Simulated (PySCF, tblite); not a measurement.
**C₉H₈F₂O: geometry, infrared bands and NMR shifts**

What infrared bands and NMR shifts should C₉H₈F₂O (`FC(F)[C@H]1OCc2ccccc21`) show?

Programs: tblite 0.8.0 and PySCF 2.14.0, with density-fitted response routines of our own. Each step states its level of theory. These are calculated values for one molecule in the gas phase, unless marked as measured. Atoms are numbered from 0 throughout.

## (1) The molecule as given

20 atoms, charge 0, multiplicity 1; geometry from: force field or distance geometry start.

Bonds of the start (Å): F0–C1 1.38, C1–F2 1.37, C1–C3 1.51, C3–O4 1.40, O4–C5 1.38, C5–C6 1.50, C6–C7 1.37, C7–C8 1.38, C8–C9 1.38, C9–C10 1.39, C10–C11 1.38, C11–C3 1.47, C11–C6 1.39, C1–H12 1.13, C3–H13 1.09, C5–H14 1.10, C5–H15 1.10, C7–H16 1.08, C8–H17 1.08, C9–H18 1.08, C10–H19 1.08.

## (2) Optimising the geometry with GFN2-xTB

Job settings and geometry (Å):

```
{"job": {"kind": "relax", "xc": "GFN2-xTB", "basis": "xTB"}, "charge": 0, "multiplicity": 1}
F     -2.024700     0.932300    -1.885300
C     -2.289600     1.196400    -0.554700
F     -2.185500     2.533000    -0.266000
C     -1.468100     0.342000     0.380100
O     -1.810700    -0.986500     0.103700
C     -0.810400    -1.741900     0.687300
C      0.415500    -0.964700     0.295200
C      1.730500    -1.312700     0.126300
C      2.682100    -0.389900    -0.249400
C      2.266400     0.915200    -0.436900
C      0.929100     1.269600    -0.261700
C     -0.025800     0.344200     0.113100
H     -3.359300     0.873700    -0.363100
H     -1.691400     0.563800     1.426500
H     -0.953500    -1.661400     1.779400
H     -0.781900    -2.782700     0.333100
H      1.997500    -2.342400     0.285100
H      3.703600    -0.708200    -0.380800
H      3.024200     1.628700    -0.724600
H      0.647100     2.302100    -0.410400
```

The run is started by

```bash
$ OMP_NUM_THREADS=1 python probes_run.py task.json out
```

This one command runs all jobs of the session in turn.

**Question.** This job is followed by: GFN2-xTB harmonic vibrations, gas phase; GIAO PBE0/pcSseg-1 NMR shielding, non-relativistic, gas phase. Predict these results of the whole session: strongest single infrared mode (GFN2-xTB); zero-point energy (GFN2-xTB); ¹³C shifts against TMS (PBE0/pcSseg-1); ¹H shifts against TMS (PBE0/pcSseg-1); ¹⁹F shifts against CFCl3 (PBE0/pcSseg-1); ¹⁷O shifts against H2O (PBE0/pcSseg-1).

The runs gave:

```
                                 quantity                                                            value
strongest single infrared mode (GFN2-xTB)                                            1040 cm⁻¹, 132 km/mol
             zero-point energy (GFN2-xTB)                                                    92.6 kcal/mol
   ¹³C shifts against TMS (PBE0/pcSseg-1)  147.4, 141.8, 134.1, 132.9, 128.9, 125.8, 123.0, 89.5, 79.2 ppm
    ¹H shifts against TMS (PBE0/pcSseg-1)               7.83, 7.69, 7.63, 7.56, 6.21, 5.53, 5.49, 5.43 ppm
 ¹⁹F shifts against CFCl3 (PBE0/pcSseg-1)                                               -146.8, -150.0 ppm
   ¹⁷O shifts against H2O (PBE0/pcSseg-1)                                                         49.1 ppm
```

**Reading.** Over 103 steps the energy fell by 0.613 eV; of the close pairs, O4–C5 changed most, 1.383 to 1.428 Å. All 54 modes are real, so the xTB geometry is a minimum. The strongest single mode, at 1040 cm⁻¹, moves mainly C1. GFN2-xTB is a fitted tight-binding method: band positions and strengths are rough. Its intensities can rank the bands wrongly. NICS(1)zz of -29 ppm above the planar ring from C6 marks a diatropic (aromatic) ring current.
